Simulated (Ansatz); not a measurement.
# TiAl: the cost of one run

Method: DFT PBEsol, scalar-relativistic, plane waves, PAW, in Ansatz 0.2.0.

4 further runs of the same task are left out: 1 for a known fault of the program, 3 set aside as unsound or not needed.

## Step 1: The system as given

Symmetry: P4/mmm, No. 123, tetragonal system. The conventional cell has a = 2.795 Å, b = 2.795 Å, c = 4.038 Å, α = 90.00°, β = 90.00°, γ = 90.00°. Ti (site symmetry 4/mmm) is surrounded by 4 Ti at 2.79 Å and 8 Al at 2.83 Å. Al (site symmetry 4/mmm) has 4 Al at 2.79 Å and 8 Ti at 2.83 Å as nearest neighbours.

Coordinates:

```cif
data_structure
_symmetry_space_group_name_H-M 'P4/mmm'
_symmetry_Int_Tables_number 123
_cell_length_a 2.7947
_cell_length_b 2.7947
_cell_length_c 4.0384
_cell_angle_alpha 90.000
_cell_angle_beta 90.000
_cell_angle_gamma 90.000
_cell_volume 31.54
loop_
_atom_site_label
_atom_site_type_symbol
_atom_site_symmetry_multiplicity
_atom_site_Wyckoff_symbol
_atom_site_fract_x
_atom_site_fract_y
_atom_site_fract_z
_atom_site_occupancy
Ti1 Ti 1 a 0.00000 0.00000 0.00000 1
Al1 Al 1 d 0.50000 0.50000 0.50000 1
```

This cell was relaxed beforehand with the same method: volume 15.77 Å³/atom, gap on the mesh none (metal).

## Step 2: What is varied

The energy is mapped over a normal mode and a strain (zone-centre modes of the cell shown) (x along [1 0 0], y along [0 1 0], z along [0 0 1] of the conventional cell).

First coordinate, amplitude of mode 6 (311 cm⁻¹), largest displacement in the unstrained cell: 7 values from −0.141 Å. Second coordinate, strain +e along z and -e/2 along x and y: 7 values from −7.00 %.

Nothing else is relaxed (the pattern is fixed in fractional coordinates). Energies count from the relaxed high-symmetry cell. Points are written as (first, second).

The modes come from a phonon run on the reference cell, made beforehand.

Displacement patterns for an amplitude of 1 (Å):

```
atom     x1     y1      z1
 Ti1  0.000  0.000  -0.564
 Al2  0.000  0.000   1.000
```

## Step 3: Point (−0.141 Å, −7.00 %)

File input.yaml:

```yaml
crystal:
  lattice:
    - [2.8925580122, 0.0, 0.0]
    - [0.0, 2.8925580122, 0.0]
    - [0.0, 0.0, 3.7556873077]
  atoms:
    - { symbol: Ti, position: [0.0, 0.0, 0.0196808175] }
    - { symbol: Al, position: [0.5, 0.5, 0.4650849527] }
basis:
  ecutwfc: 520.0
kpoints:
  mp_grid: { grid: [16, 16, 12] }
hamiltonian:
  xc: pbesol
  pseudopotentials: { kind: paw, azcp: { folder: soft_1 } }
scf:
  occupations: { method: gaussian, width: 0.15 }
output:
  forces: true
  stress: true
  eigenvalues: true
```

Started as:

```
> ansatz run input.yaml --threads 1 --pin off --max-ram 2048MiB --backend cpu --events-out ev --progress --plain --runs-dir out
```

What time and memory should one allow on 1 thread of Arm Neoverse N1, shared host?

About 25 s, with a peak of 0.46 GiB.
